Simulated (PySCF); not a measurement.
# C₃H₁₁FSi₂: electronic excitations

Wanted: the electronic excitations of C₃H₁₁FSi₂ (`C[C@@H](CF)[SiH2][SiH3]`), by calculation.

Programs: PySCF 2.14.0, with density-fitted response routines of our own. Each step states its level of theory. These are calculated values for one molecule in the gas phase, unless marked as measured. Atoms are numbered from 0 throughout.

**1. The molecule as given**

17 atoms, charge 0, multiplicity 1; geometry from: GFN2-xTB.

Bonds of the start (Å): C0–C1 1.53, C1–C2 1.52, C2–F3 1.38, C1–Si4 1.92, Si4–Si5 2.31, C0–H6 1.09, C0–H7 1.09, C0–H8 1.09, C1–H9 1.09, C2–H10 1.10, C2–H11 1.09, Si4–H12 1.47, Si4–H13 1.47, Si5–H14 1.47, Si5–H15 1.47, Si5–H16 1.46.

**2. TDDFT and polarisability: B3LYP/def2-SVPD**

The job: settings as JSON, then the geometry in Å.

```
{"job": {"kind": "uv", "xc": "B3LYP", "basis": "def2-SVPD", "nstates": 8, "ntriplets": 3}, "charge": 0, "multiplicity": 1}
C     -0.904566     0.846007    -1.310734
C     -1.064616     0.351375     0.122978
C     -1.472834    -1.110610     0.134756
F     -0.436258    -1.913994    -0.296011
Si     0.537674     0.627447     1.149248
Si     2.406574    -0.362888     0.216855
H     -1.844572     0.771492    -1.857903
H     -0.159073     0.251528    -1.835078
H     -0.585215     1.885671    -1.322700
H     -1.887797     0.900820     0.590337
H     -2.314388    -1.311667    -0.539129
H     -1.723867    -1.448555     1.145267
H      0.630735     2.092302     1.270803
H      0.206464     0.148469     2.502364
H      2.488790    -0.175802    -1.235269
H      3.613392     0.258341     0.776148
H      2.502558    -1.797907     0.478158
```

Method: TDDFT B3LYP/def2-SVPD, vertical, gas phase, core orbitals frozen in the response.

The run is started by

```console
> OMP_NUM_THREADS=1 python probes_run.py task.json out
```

The driver reads the jobs from task.json and runs them one after another.

Predict these results of the whole session: lowest singlet (B3LYP/def2-SVPD); brightest single state of those computed; lowest triplet.

The runs gave:

| quantity | value |
| --- | --- |
| lowest singlet (B3LYP/def2-SVPD) | 7.00 eV (177 nm), f = 0.018 |
| brightest single state of those computed | state 7, 7.96 eV, f = 0.264 |
| lowest triplet | 6.28 eV |

In words: The lowest singlet, at 7.00 eV, is HOMO→LUMO 0.80, HOMO→LUMO+1 0.16 and is weak; of the 8 states computed, the strongest absorption comes from states 7 to 8 together at 7.96 eV (the last computed, so partners may be missing). The lowest triplet lies 0.71 eV below the lowest singlet (triplets in Tamm-Dancoff, singlets in full TDDFT).
